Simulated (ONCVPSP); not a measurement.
# Pseudopotential generation for cadmium: ONCV, PBE

Aim: build the potential from the settings below, then test how well it stands in for the atom: other configurations, scattering, ghost states and the plane-wave cutoff that it needs.

The numbers are computed with ONCVPSP 4.0.1.1 (patched build) (PBE, scalar-relativistic, spin-unpolarised reference atom).

**1. Settings**

Typed settings, in words:

```json
{"element": "cadmium (Cd, Z = 48)", "type": "optimised norm-conserving Vanderbilt (ONCV)", "frozen core": "[Ar] 3d10 4s2", "valence charge": "18", "reference configuration": "4p6 4d10 5s2", "partial waves": "5s: rc 2.30 bohr, ncon 4, nbas 8, qcut 2.4 1/bohr, 2 projectors, debl 2.1 Ha; 4p: rc 1.10 bohr, ncon 4, nbas 8, qcut 8.4 1/bohr, 2 projectors, debl 3.1 Ha; 4d: rc 1.50 bohr, ncon 3, nbas 8, qcut 9.4 1/bohr, 2 projectors, debl 3.9 Ha", "local potential": "polynomial inside 1.00 bohr (lpopt 5, dvloc0 0 Ha)", "core correction": "Teter function, fcfact 4.25, rcfact 1.3"}
```

The outer shells as boxes (Hund's rule for the drawing; the calculation is spin-unpolarised):

```
[Ar] core
3d [↑↓][↑↓][↑↓][↑↓][↑↓]
4s [↑↓]
4p [↑↓][↑↓][↑↓]
4d [↑↓][↑↓][↑↓][↑↓][↑↓]
5s [↑↓]
```

**2. The generation run**

Cd.dat

```
# ATOM AND REFERENCE CONFIGURATION
# atsym  z   nc   nv     iexc    psfile
  Cd 48.00    7    3        4      upf
#
#   n    l    f
    1    0    2.00
    2    0    2.00
    2    1    6.00
    3    0    2.00
    3    1    6.00
    3    2   10.00
    4    0    2.00
    4    1    6.00
    4    2   10.00
    5    0    2.00
#
# PSEUDOPOTENTIAL AND OPTIMIZATION
# lmax
    2
#
#   l,   rc,      ep,       ncon, nbas, qcut
    0    2.30    0.00    4    8    2.40
    1    1.10    0.00    4    8    8.40
    2    1.50    0.00    3    8    9.40
#
# LOCAL POTENTIAL
# lloc, lpopt,  rc(5),   dvloc0
    4    5    1.00    0.00
#
# VANDERBILT-KLEINMAN-BYLANDER PROJECTORs
# l, nproj, debl
    0    2    2.10
    1    2    3.10
    2    2    3.90
#
# MODEL CORE CHARGE
# icmod, fcfact, rcfact
    3    4.25    1.30
#
# LOG DERIVATIVE ANALYSIS
# epsh1, epsh2, depsh
   -4.00    5.00    0.02
#
# OUTPUT GRID
# rlmax, drl
    6.00    0.01
#
# TEST CONFIGURATIONS
# ncnf
    4
# nvcnf
#   n    l    f
    3
    4    1    6.00
    4    2   10.00
    5    0    1.00
#
    3
    4    1    6.00
    4    2   10.00
    5    0    0.00
#
    3
    4    1    6.00
    4    2    9.00
    5    0    0.00
#
    4
    4    1    6.00
    4    2   10.00
    5    0    1.00
    5    1    1.00
#
```

Started as:

```
$ oncvpsp.x < Cd.dat > Cd.out
```

**Question.** What will these runs give? Wanted: cutoffs for 1 and 0.1 mHa per electron, occupied waves; bound ghosts; GHOST(+) flags; largest test error; largest phase difference near zero energy, channels read; rms error of d²Exc/dn², without and with the model core.

**Answer**, as computed:

```
                                                quantity                      value
  cutoffs for 1 and 0.1 mHa per electron, occupied waves           57 Ha and 161 Ha
                                            bound ghosts            s at -172.19 eV
                                          GHOST(+) flags                s at 106 eV
                            largest test error (AE − PS)  -25 meV, for 4p6 4d10 5s0
largest phase difference near zero energy, channels read                  0.000 rad
 rms error of d²Exc/dn², without and with the model core          2.86 and 1.23 mHa
```

A bound ghost (s) makes it unfit for use: electrons can fall into a state that the atom doesn't have. The worst unpolarised test, 4p6 4d10 5s0, is off by 25 meV on 26.4 eV; by total energies transferability rates as fair. The potential is hard: the looser tolerance needs 57 Ha. The tighter tolerance needs 161 Ha, and converged work needs a cutoff nearer that. At the looser tolerance the 4p wave is the slowest; 4d needs 32 Ha. Near zero energy the phases of the channels with partial waves agree within 0.001 rad. The program also flags highly localised states, GHOST(+) (s). All of this concerns the isolated atom, not yet a solid.
